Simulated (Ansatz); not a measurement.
**C2H6AlF (SMILES [CH3][Al]([CH3])[F]): MP2/def2-SVP**

Aim: the electronic atomisation energy of C2H6AlF at MP2/def2-SVP, from 5 runs. 

The results are computed with Ansatz 0.2.0.

66 further runs of the same task are left out: 66 set aside as unsound or not needed.

## 1. The structure to begin with

C2H6AlF has 10 atoms, charge 0, and is taken as a singlet. As SMILES, `[CH3][Al]([CH3])[F]`. Geometry: relaxed at PBE0-D4/def2-TZVP.

Bond lengths: C1–Al2 1.943 Å, Al2–C3 1.942 Å, Al2–F4 1.659 Å, C1–H5 1.092 Å, C1–H6 1.095 Å, C1–H7 1.095 Å, C3–H8 1.095 Å, C3–H9 1.093 Å, C3–H10 1.095 Å. Some angles: C1–Al2–C3 126.3°, C1–Al2–F4 117.4°, C3–Al2–F4 116.3°, Al2–C1–H5 112.4°, Al2–C1–H6 110.9°, Al2–C1–H7 111.1°, Al2–C3–H8 110.9°, Al2–C3–H9 112.6°, Al2–C3–H10 110.9°, H5–C1–H6 107.9°.

## 2. The energy at MP2/def2-SVP

The input, input.yaml:

```yaml
crystal:
  periodic: [false, false, false]
  atoms:
    - {symbol: C, position_ang: [-0.566700, 1.412600, -0.858500]}
    - {symbol: Al, position_ang: [-0.288600, -0.445300, -0.364300]}
    - {symbol: C, position_ang: [0.794700, -1.093100, 1.112200]}
    - {symbol: F, position_ang: [-1.047300, -1.600600, -1.281300]}
    - {symbol: H, position_ang: [-1.184400, 1.517100, -1.752900]}
    - {symbol: H, position_ang: [-1.054000, 1.963400, -0.046800]}
    - {symbol: H, position_ang: [0.387100, 1.917300, -1.043800]}
    - {symbol: H, position_ang: [0.189400, -1.676700, 1.813200]}
    - {symbol: H, position_ang: [1.269800, -0.283800, 1.672000]}
    - {symbol: H, position_ang: [1.583200, -1.762300, 0.753400]}
basis:
  gaussian: {orbitals: def2-SVP}
correlation: {method: mp2, frozen_orbitals: {Al: 5, C: 1, F: 1, H: 0}}
accuracy: high
```

Started as:

```bash
$ ansatz run input.yaml --threads 1 --pin off --max-ram 3480MiB --events-out events.jsonl --progress --plain --runs-dir runs
```

The program printed:

```text
Warning: RAYON_NUM_THREADS=1 ignored (pool sized by the plan → 1); use --threads N
Functional definition: HF
  name "HF"
  exchange = exact_x
  correlation = 0
2083 factors; integrals over basis functions are off by at most 2.4e-8 eV
mean field evaluation 1: about -11438.0690 eV, gradient 3.8e1 eV
mean field evaluation 2: about -11438.1211 eV, gradient 3.9e1 eV
mean field evaluation 4: about -11441.3521 eV, gradient 3.0e0 eV
mean field evaluation 8: about -11441.3902 eV, gradient 1.8e-4 eV
mean field -11441.39017028 eV, -420.4633335049 hartree, gradient 1.3e-8 eV, S^2 0.000000; 0 other end points of the search recorded, 0 dependent functions left out
8 core orbitals not correlated: weight in the atoms' cores, before any rotation towards them, 1.000 or more for the frozen orbitals, at most 0.000 for the correlated occupied ones
reference -11441.39017028 eV, -420.4633335049 hartree; 12, 12 occupied and 70, 70 virtual orbitals, 2083 factors
second order -14.74615445 eV of doubles, -0.00000000 eV of singles
Total energy: -11456.13632473 eV, -421.0052446858 hartree
```

Run time: 2.8 s. Hardware: 1 thread of Intel Xeon Platinum 8488C (Sapphire Rapids), shared host; peak memory 0.26 GiB.

## 3. The Al atom, same level

The input, molecule.yaml:

```yaml
crystal:
  periodic: [false, false, false]
  atoms:
    - {symbol: Al, position_ang: [0.000000, 0.000000, 0.000000]}
basis:
  gaussian:
    orbitals: def2-SVP
correlation:
  method: mp2
  frozen_orbitals: {Al: 5}
magnetization:
  spin_polarized: true
  initial_magnetization: 1
accuracy: high
```

Run the same way, it converges to -241.81838 Eh (log not shown).

## 4. The C atom at the same level

The input, in.yaml:

```yaml
crystal:
  periodic: [false, false, false]
  atoms:
    - {symbol: C, position_ang: [0.000000, 0.000000, 0.000000]}
basis:
  gaussian:
    orbitals: def2-SVP
correlation:
  method: mp2
  frozen_orbitals: {C: 1}
magnetization:
  spin_polarized: true
  initial_magnetization: 2
accuracy: high
```

Run the same way, it converges to -37.69532 Eh (log not shown).

## 5. The F atom at the same level

The input, job.yaml:

```yaml
basis:
  gaussian:
    orbitals: def2-SVP
crystal:
  periodic: [false, false, false]
  atoms:
    - symbol: F
      position_ang: [0.000000, 0.000000, 0.000000]
correlation:
  method: mp2
  frozen_orbitals: {F: 1}
accuracy: high
magnetization:
  spin_polarized: true
  initial_magnetization: 1
```

Run the same way, it converges to -99.42243 Eh (log not shown).

## 6. The H atom: the energy at UHF/def2-SVP

The input, input.yaml:

```yaml
crystal:
  periodic: [false, false, false]
  atoms:
    - {symbol: H, position_ang: [0.000000, 0.000000, 0.000000]}
basis:
  gaussian: {orbitals: def2-SVP}
magnetization: {spin_polarized: true, initial_magnetization: 1}
hamiltonian: {xc: hf}
accuracy: high
```

Run the same way, it converges to -0.49928 Eh (log not shown).

## 7. Outcome

At MP2/def2-SVP, 8 core orbitals frozen:

```
                                             quantity          value
                               molecule: total energy  -421.00524 Eh
molecule: correlation energy (8 core orbitals frozen)     -541.9 mEh
                                Al atom: total energy  -241.81838 Eh
 Al atom: correlation energy (5 core orbitals frozen)      -29.0 mEh
           Al atom: ⟨S²⟩ of the reference determinant          0.758
                                 C atom: total energy   -37.69532 Eh
   C atom: correlation energy (1 core orbital frozen)      -50.1 mEh
            C atom: ⟨S²⟩ of the reference determinant          2.007
                                 F atom: total energy   -99.42243 Eh
   F atom: correlation energy (1 core orbital frozen)     -138.4 mEh
            F atom: ⟨S²⟩ of the reference determinant          0.752
                                 H atom: total energy    -0.49928 Eh
                                         H atom: ⟨S²⟩          0.750
                        electronic atomisation energy      37.501 eV
```

Taking the molecule apart into free atoms costs 37.50 eV (865 kcal/mol), before zero-point energy and without spin-orbit coupling.
